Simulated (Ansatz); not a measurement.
# Na2Au: properties at the relaxed cell

One table from this session's results is given with a row withheld; the runs are named, their logs left out.

Computed with Ansatz 0.2.0 (DFT r2SCAN, scalar-relativistic, plane waves, PAW, unless a step's input says otherwise).

1 further run of the same task is left out (set aside as unsound or not needed). Runs told in other sessions of the task aren't counted.

**The starting structure**

It takes space group I4/mcm (No. 140, tetragonal). The conventional cell has a = 7.277 Å, b = 7.277 Å, c = 5.636 Å, α = 90.00°, β = 90.00°, γ = 90.00°. Na (site symmetry m2m) is surrounded by 4 Au at 3.04 Å and 2 Na at 3.22 Å. Au (site symmetry 422) is surrounded by 2 Au at 2.82 Å and 8 Na at 3.04 Å.

Structure file:

```
CELL_PARAMETERS angstrom
-3.63848 3.63848 2.81803
3.63848 -3.63848 2.81803
3.63848 3.63848 -2.81803
ATOMIC_POSITIONS crystal
Na 0.17386 0.67386 0.84772
Na 0.67386 0.82614 0.50000
Na 0.82614 0.32614 0.15228
Na 0.32614 0.17386 0.50000
Au 0.75000 0.75000 0.00000
Au 0.25000 0.25000 0.00000
```

It is the result of an earlier relaxation at this level (volume 24.87 Å³/atom; gap on the mesh: none (metal)).

Set-up of the first run:

input.yaml

```yaml
crystal:
  lattice:
    - [-3.6017267356, 3.6017267356, 2.7895654937]
    - [3.6017267356, -3.6017267356, 2.7895654937]
    - [3.6017267356, 3.6017267356, -2.7895654937]
  atoms:
    - { symbol: Na, position: [0.17386197, 0.67386197, 0.84772394] }
    - { symbol: Na, position: [0.67386197, 0.82613803, 0.5] }
    - { symbol: Na, position: [0.82613803, 0.32613803, 0.15227606] }
    - { symbol: Na, position: [0.32613803, 0.17386197, 0.5] }
    - { symbol: Au, position: [0.75, 0.75, 0.0] }
    - { symbol: Au, position: [0.25, 0.25, 0.0] }
basis:
  ecutwfc: 500
kpoints:
  mp_grid: { grid: [8, 8, 8] }
hamiltonian:
  xc: r2scan
scf:
  occupations: { method: gaussian, width: 0.1 }
output:
  forces: true
  stress: true
  eigenvalues: true
relax:
  adjacent_minimum: "off"
  f_tol: 0.01
  max_steps: 30
  cell: { stress_tol: 0.1, fix: [volume] }
```

Command:

```bash
$ ansatz run input.yaml --threads 1 --pin off --max-ram 2560MiB --backend cpu --events-out ev --progress --plain --runs-dir out
```

Among the steps run: Volume × 0.97; Point at V/V0 = 1.03; Point at V/V0 = 0.94; The cell scaled to 1.06 of its volume; The cell scaled to 0.91 of its volume; Point at V/V0 = 1.10; Volume × 0.88.

One of the session's tables, all rows but one given; the rest of the session is left out.

It belongs to the step «Energy against volume». 

| volume (Å³/atom) | energy above the lowest point (meV/atom) | pressure (GPa) |
| --- | --- | --- |
| 21.887 | 36.5 | 4.39 |
| 22.633 | 19.5 | 3.05 |
| 23.379 | 8.2 | 1.90 |
| 24.125 | ? | ? |
| 24.871 | 0.0 | -0.01 |
| 25.617 | 1.7 | -0.75 |
| 26.363 | 6.5 | -1.33 |
| 27.358 | 17.1 | -2.02 |

**Question.** Estimate the row for volume (Å³/atom) = 24.125.

Worked estimate for «energy above the lowest point (meV/atom)». A straight line through the neighbours (23.379, 8.2) and (24.871, 0.0) gives 8.2 + (0.0 − 8.2) × (24.125 − 23.379) / (24.871 − 23.379) = 4.1; a parabola fitted to 4 rows on both sides gives 1.9.

The run gave: energy above the lowest point (meV/atom): 2.0; pressure (GPa): 0.89. In «energy above the lowest point (meV/atom)» the line misses by +2.1 and the parabola by -0.1.
